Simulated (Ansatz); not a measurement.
# C₃H₈MgO₂: one species, many methods

An exercise on one series of results from a longer session: the logs are not shown, and one member is left open.

The runs use Ansatz 0.2.0, Gaussian basis; functionals in def2-TZVPP, the program's frozen cores in correlated methods.

The runs, in order: LDA (SPW92), PBE-D4, revPBE-D4, BLYP-D4, r2SCAN-D4, B97M-V, PBE0-D4, B3LYP-D4, r2SCANh-D4, r2SCAN0-D4, HSE06-D4, BHLYP-D4, CAM-B3LYP-D4, LC-ωPBE, ωB97X-V, ωB97M-V, B2PLYP, PBE-QIDH; CCSD(T)/def2-SVP; CCSD(T)/def2-TZVPP; MP2/def2-QZVPP; extrapolation to the limit; RPA on PBE.

### The relaxed structure

The geometry comes from an earlier relaxation with PBE0-D4 in a triple-zeta def2 set; it is a stationary point, not always the lowest conformer.

SMILES `CC(C)[O][Mg][OH]`, 14 atoms, charge 0, spin multiplicity 1.

Atoms are counted from 1 here; the program's logs count them from 0.

Bond lengths: C1–C2 1.521 Å, C1–H7 1.095 Å, C1–H8 1.092 Å, C1–H9 1.093 Å, C2–C3 1.521 Å, C2–O4 1.382 Å, C2–H10 1.103 Å, C3–H11 1.095 Å, C3–H12 1.093 Å, C3–H13 1.092 Å, O4–Mg5 1.761 Å, Mg5–O6 1.765 Å, O6–H14 0.948 Å. Angles: C2–C1–H7 110.0°, C2–C1–H8 110.3°, C2–C1–H9 111.5°, H7–C1–H8 108.3°, H7–C1–H9 108.3°, H8–C1–H9 108.3°, C1–C2–C3 111.2°, C1–C2–O4 110.7°, C1–C2–H10 107.6°, C3–C2–O4 110.7°, C3–C2–H10 107.6°, O4–C2–H10 108.9°, C2–C3–H11 110.0°, C2–C3–H12 111.5°, C2–C3–H13 110.3°, H11–C3–H12 108.3°, H11–C3–H13 108.3°, H12–C3–H13 108.3° and more.

Set-up of the first run:

in.yaml

```yaml
crystal:
  periodic: [false, false, false]
  atoms:
    - {symbol: C, position_ang: [-0.397417, -0.036553, 1.725226]}
    - {symbol: C, position_ang: [0.085109, -0.703275, 0.446359]}
    - {symbol: C, position_ang: [1.602444, -0.672450, 0.348738]}
    - {symbol: O, position_ang: [-0.487675, -0.106324, -0.661108]}
    - {symbol: Mg, position_ang: [-1.090166, 0.852962, -2.009364]}
    - {symbol: O, position_ang: [-1.638076, 1.820339, -3.380231]}
    - {symbol: H, position_ang: [-0.084560, 1.012224, 1.742176]}
    - {symbol: H, position_ang: [-1.487780, -0.070366, 1.782622]}
    - {symbol: H, position_ang: [0.009225, -0.530239, 2.612121]}
    - {symbol: H, position_ang: [-0.226214, -1.761209, 0.482797]}
    - {symbol: H, position_ang: [1.956344, 0.363285, 0.337291]}
    - {symbol: H, position_ang: [2.068614, -1.184861, 1.194780]}
    - {symbol: H, position_ang: [1.933384, -1.158361, -0.571966]}
    - {symbol: H, position_ang: [-2.256131, 2.145629, -4.020543]}
basis:
  gaussian: {orbitals: def2-TZVPP}
hamiltonian: {xc: lda}
output: {orbitals: {seedname: orbitals}}
```

On the command line:

```bash
$ ansatz run in.yaml --threads 4 --pin off --events-out ev --progress --plain --max-ram 11315MiB
```

Among the steps run: LDA; PBE-D4 (GGA); revPBE-D4 (GGA); BLYP-D4 (GGA); r2SCAN-D4 (meta-GGA); B97M-V (meta-GGA); PBE0-D4 (hybrid); B3LYP-D4 (hybrid); r2SCANh-D4 (hybrid); r2SCAN0-D4 (hybrid); HSE06-D4 (hybrid); BHLYP-D4 (hybrid); CAM-B3LYP-D4 (range-separated); LC-ωPBE (range-separated); ωB97X-V (range-separated); ωB97M-V (range-separated); B2PLYP (double hybrid); PBE-QIDH (double hybrid).

One table of the session follows, with a row left open; its other results are not shown here.

It belongs to the step «Frontier levels by functional». 

| functional | HOMO (eV) | gap (eV) |
| --- | --- | --- |
| LDA (SPW92) | -5.84 | 3.86 |
| PBE-D4 | -5.66 | 3.88 |
| revPBE-D4 | -5.58 | 3.93 |
| BLYP-D4 | -5.59 | 3.80 |
| r2SCAN-D4 | ? | ? |
| B97M-V | -6.04 | 4.29 |
| PBE0-D4 | -7.10 | 6.07 |
| B3LYP-D4 | -6.90 | 5.56 |
| r2SCANh-D4 | -6.46 | 5.43 |
| r2SCAN0-D4 | -7.30 | 6.58 |
| HSE06-D4 | -6.69 | 5.31 |
| BHLYP-D4 | -8.53 | 8.05 |
| CAM-B3LYP-D4 | -8.58 | 8.25 |
| LC-ωPBE | -9.87 | 10.72 |
| ωB97X-V | -9.57 | 10.20 |
| ωB97M-V | -9.52 | 9.75 |

**Question.** Estimate the row for r2SCAN-D4.

Worked estimate for «HOMO (eV)». Against the share of exact exchange, r2SCANh-D4 (0.1, -6.46), r2SCAN0-D4 (0.25, -7.30) give a slope of -5.60 per unit share; at 0 the line stands at -5.90.

The run gave: HOMO (eV): -5.92; gap (eV): 4.66. In «HOMO (eV)» the line misses by +0.02.
